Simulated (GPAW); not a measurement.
NbSi in GPAW: convergence with bands over the usual count

NbSi:

```xyz
2
Lattice="3.1564 0.0000 0.0000 0.0000 3.1564 0.0000 0.0000 0.0000 3.1564" Properties=species:S:1:pos:R:3 pbc="T T T"
Nb    0.0000    0.0000    0.0000
Si    1.5782    1.5782    1.5782
```

The cell was built by a generator and needn't be a form met in nature.

```yaml
Program: GPAW 26.7.0
Task: convergence study
Functional: PBE
Potentials_or_basis: GPAW PAW data sets (gpaw-data 1.2.1)
Cutoff: 600 eV
Basis: pw
k_mesh: 8 × 8 × 8
Occupations: fermi-dirac, width 0.05 eV
Spin: no spin polarisation
```

These are the settings of the first run; the series varies bands over the usual count, with any setting tied to it.

Hardware: 1 thread of Arm Neoverse V1, with other jobs on the host.

```csv
bands over the usual count,"energy less the tightest run, at zero smearing (meV/atom)",SCF cycles,CPU time (s),peak memory (GiB)
0.72,0.00,9,10,0.14
0.8,0.00,9,11,0.14
0.9,0.00,9,12,0.15
1,0.00,9,13,0.15
1.3,0.00,9,16,0.15
1.7,0.00,9,21,0.15
2.5,0.00,9,30,0.16
```

Against the tightest run, the energy stays within 1 meV/atom from 0.72 on. The tightest run that finished is the yardstick and may itself not be fully converged.
